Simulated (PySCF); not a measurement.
# H6N3Pr (Pr(NH2)3): the cost of one run

Program: PySCF 2.14.0. Level of theory: B3LYP, Pr lcecp-1-SVP with ECP48, N def2-SVP, H def2-SVP; scalar-relativistic core potentials, no spin–orbit coupling. These are calculated values, not measurements.

4 further runs of the same task are left out: 2 for a known fault of the program, 2 that didn't finish.

### Step 1. The system as given

10 atoms, charge 0, spin multiplicity 1.

Bond lengths: Pr1–N2 2.336 Å, Pr1–N5 2.335 Å, Pr1–N8 2.336 Å, N2–H3 1.018 Å, N2–H4 1.018 Å, N5–H6 1.018 Å, N5–H7 1.018 Å, N8–H9 1.018 Å, N8–H10 1.018 Å. Angles: N2–Pr1–N5 120.0°, N2–Pr1–N8 120.0°, N5–Pr1–N8 120.0°, Pr1–N2–H3 125.4°, Pr1–N2–H4 125.4°, H3–N2–H4 109.2°, Pr1–N5–H6 125.4°, Pr1–N5–H7 125.4°, H6–N5–H7 109.2°, Pr1–N8–H9 125.4°, Pr1–N8–H10 125.4°, H9–N8–H10 109.2°.

As a file:

| atom | x (Å) | y (Å) | z (Å) |
| --- | --- | --- | --- |
| Pr1 | 0.00000 | 0.00000 | 0.00000 |
| N2 | 2.33550 | 0.00000 | 0.00000 |
| H3 | 2.92550 | 0.00000 | 0.83000 |
| H4 | 2.92550 | 0.00000 | -0.83000 |
| N5 | -1.16770 | 2.02260 | 0.00000 |
| H6 | -1.46270 | 2.53360 | 0.83000 |
| H7 | -1.46270 | 2.53360 | -0.83000 |
| N8 | -1.16780 | -2.02260 | 0.00000 |
| H9 | -1.46280 | -2.53360 | 0.83000 |
| H10 | -1.46280 | -2.53360 | -0.83000 |

Formal oxidation states: Pr +3. Each metal's 2 4f electrons lie in its core potential, so multiplicities, spins and levels count the valence alone.

### Step 2. SCF at the start, singlet

run.py (the lines that set the calculation) reads:

```python
mol = gto.M(atom='''
Pr     0.00000     0.00000     0.00000
N      2.33550     0.00000     0.00000
H      2.92550     0.00000     0.83000
H      2.92550     0.00000    -0.83000
N     -1.16770     2.02260     0.00000
H     -1.46270     2.53360     0.83000
H     -1.46270     2.53360    -0.83000
N     -1.16780    -2.02260     0.00000
H     -1.46280    -2.53360     0.83000
H     -1.46280    -2.53360    -0.83000''',
    basis={'Pr': 'lcecp-1-SVP', 'N': 'def2-SVP', 'H': 'def2-SVP'},
    ecp={'Pr': 'lcecp-1-SVP'},
    charge=0, spin=0)
mf = dft.RKS(mol, xc='B3LYP')
mf.grids.atom_grid = (50, 194)  # f atoms: unpruned, at least (60, 302)
mf = mf.density_fit()  # fitting sets: Pr AutoAux, N def2-universal-JKFIT, H def2-universal-JKFIT
mf.conv_tol = 1e-08; mf.max_cycle = 55
mf.kernel(dm0)  # dm0: free metal ions and neutral atoms
```

Launch:

```console
> OMP_NUM_THREADS=2 python run.py
```

Q: Estimate wall time and peak memory on 2 threads of Intel Xeon at 2.80GHz (Skylake/Cascade Lake), shared host.

About 5.3 s, with a peak of 0.66 GiB.
